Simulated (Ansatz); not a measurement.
# The Ta-Os system: small convex hull in Python

Wanted for the Ta-Os system: a small convex hull.

All numbers are computed with Ansatz 0.2.0, driven from Python. Level of theory: DFT LDA, plane waves, PAW.

## 1. The system

TaOs3 Pm-3m: The structure is cubic, space group Pm-3m (No. 221). Conventional cell: a = 3.915 Å, b = 3.915 Å, c = 3.915 Å, α = 90.00°, β = 90.00°, γ = 90.00°. Around Ta (site symmetry m-3m) lie 12 Os at 2.77 Å. Os (site symmetry 4/mmm) has 4 Ta at 2.77 Å and 8 Os at 2.77 Å as nearest neighbours.

TaOs3 P-6m2: It takes space group P-6m2 (No. 187, hexagonal). Conventional cell: a = 2.788 Å, b = 2.788 Å, c = 9.087 Å, α = 90.00°, β = 90.00°, γ = 120.00°. Ta (site symmetry -6m2) is surrounded by 6 Ta at 2.79 Å and 6 Os at 2.89 Å. Around Os (site symmetry -6m2) lie 12 Os at 2.68 to 2.79 Å. Os (site symmetry 3m) has 9 Os at 2.68 to 2.79 Å and 3 Ta at 2.89 Å as nearest neighbours.

Ta Im-3m: The structure is cubic, space group Im-3m (No. 229). The conventional cell has a = 3.303 Å, b = 3.303 Å, c = 3.303 Å, α = 90.00°, β = 90.00°, γ = 90.00°. Around Ta (site symmetry m-3m) lie 8 Ta at 2.86 Å.

Os P6_3/mmc: The structure is hexagonal, space group P6_3/mmc (No. 194). Conventional cell: a = 2.734 Å, b = 2.734 Å, c = 4.320 Å, α = 90.00°, β = 90.00°, γ = 120.00°. Os (site symmetry -6m2) has 12 Os at 2.68 to 2.73 Å as nearest neighbours.

The script holds or builds the structure itself.

## 2. The code

Input file hull_taos3.py:

```python
# -*- coding: utf-8 -*-
"""Stability of Ta-Os compounds against each other, after relaxing atoms and volume at fixed cell shape."""

from collections import Counter
import warnings

import ansatz
import numpy as np
from scipy.spatial import ConvexHull
from tabulate import tabulate

XC = "LDA"
CUTOFF_EV = 520
K_SPACING = 0.27
OCCUPATIONS = "fermi_dirac"
SIGMA = 0.1

PHASES = {
    "TaOs3 Pm-3m": (
        [(3.914972, 0.0, 0.0), (0.0, 3.914972, 0.0), (0.0, 0.0, 3.914972)],
        [
            ("Ta", (0.0, 0.0, 0.0)),
            ("Os", (0.0, 0.5, 0.5)),
            ("Os", (0.5, 0.0, 0.5)),
            ("Os", (0.5, 0.5, 0.0)),
        ],
    ),
    "TaOs3 P-6m2": (
        [(2.787646, 0.0, 0.0), (-1.393823, 2.414172, 0.0), (0.0, 0.0, 9.086987)],
        [
            ("Ta", (2 / 3, 1 / 3, 0.0)),
            ("Os", (2 / 3, 1 / 3, 0.5)),
            ("Os", (1 / 3, 2 / 3, 0.264786)),
            ("Os", (1 / 3, 2 / 3, 0.735214)),
        ],
    ),
    "Ta": (
        [(-1.65128, 1.65128, 1.65128), (1.65128, -1.65128, 1.65128), (1.65128, 1.65128, -1.65128)],
        [
            ("Ta", (0.0, 0.0, 0.0)),
        ],
    ),
    "Os": (
        [(2.7341, 0.0, 0.0), (-1.36705, 2.3678, 0.0), (0.0, 0.0, 4.3197)],
        [
            ("Os", (1 / 3, 2 / 3, 0.25)),
            ("Os", (2 / 3, 1 / 3, 0.75)),
        ],
    ),
}


def build(vectors, sites):
    crystal = ansatz.Crystal(lattice=ansatz.Lattice.of(vectors))
    for symbol, position in sites:
        crystal = crystal.atom(symbol, position)
    return crystal


def compute(name, crystal):
    calc = (
        crystal.calculation()
        .functional(XC)
        .basis(CUTOFF_EV)
        .kpoints(spacing=K_SPACING)
        .occupations(OCCUPATIONS, width=SIGMA)
    )
    calc = calc.relax(force_tolerance=0.03, fix_cell=["shape"])
    return calc.run(threads=1, backend="cpu")


def counts(outcome):
    return Counter(site.symbol for site in outcome.lattice.sites)

def formation_energy(outcome, mu):
    n = counts(outcome)
    return (outcome.report["energy_sigma0_ev"] - sum(k * mu[element] for element, k in n.items())) / sum(n.values())


def main():
    warnings.simplefilter("ignore", ansatz.DeckWarning)

    phases = {name: build(*cell) for name, cell in PHASES.items()}

    done = {name: compute(name, crystal) for name, crystal in phases.items()}

    # energy of one atom in its reference phase
    references = {"Ta": "Ta", "Os": "Os"}
    mu = {element: done[name].report["energy_sigma0_ev"] / len(done[name].lattice.sites) for element, name in references.items()}
    points = sorted((counts(o)["Os"] / len(o.lattice.sites), formation_energy(o, mu), name) for name, o in done.items())

    xy = np.array([(x, e) for x, e, _ in points] + [(0.5, 10.0)])
    hull = sorted(tuple(xy[i]) for i in ConvexHull(xy).vertices if xy[i, 1] < 5)
    rows = [(name, x, e, e - np.interp(x, *zip(*hull))) for x, e, name in points]
    print(tabulate(rows, headers=["phase", "x(Os)", "E_form (eV/atom)", "above hull (eV/atom)"], floatfmt=".4f", tablefmt="simple"))
    print("on the hull of these phases:", ", ".join(row[0] for row in rows if row[3] < 1e-6))


if __name__ == "__main__":
    main()
```

## 3. The run

The run is started by

```sh
$ python hull_taos3.py
```

Q: Predict the main results. Wanted: on the hull of these phases; energy of TaOs3 (for each run or level that gives them).

As calculated:

| quantity | value |
| --- | --- |
| on the hull of these phases | Ta, TaOs3 Pm-3m, Os |
| runs compared | 4 |
| energy of TaOs3 (run 1) from the elements | -138 meV/atom |
| energy of TaOs3 (run 2) from the elements | 17 meV/atom |

**Reading.** Among these few phases the hull runs through Ta, TaOs3 Pm-3m, Os; other phases, not tried, may lie lower. TaOs3 lies 138 meV/atom below its elements, the most of the cells tried. In CPU time, run 2 cost about 11 times as much as run 3. In run 1, over 2 moves the cell shrank by 3.3 % in volume, and the space group stayed Pm-3m. In run 2, over 3 moves the cell shrank by 4.8 % in volume, and the space group stayed P-6m2. What to keep in mind:
- For the metals among these cells the mesh is coarse, so their volumes and pressures are rough.
- Atoms and volume are relaxed with the cell's shape held, which in cells of lower than cubic symmetry can hide stresses and shift volumes.
- Spin-orbit coupling, which matters for elements this heavy, is left out.
- Differences under about 15 meV an atom lie within the error of mesh and functional, so such verdicts may flip; only the cells listed enter the hull.
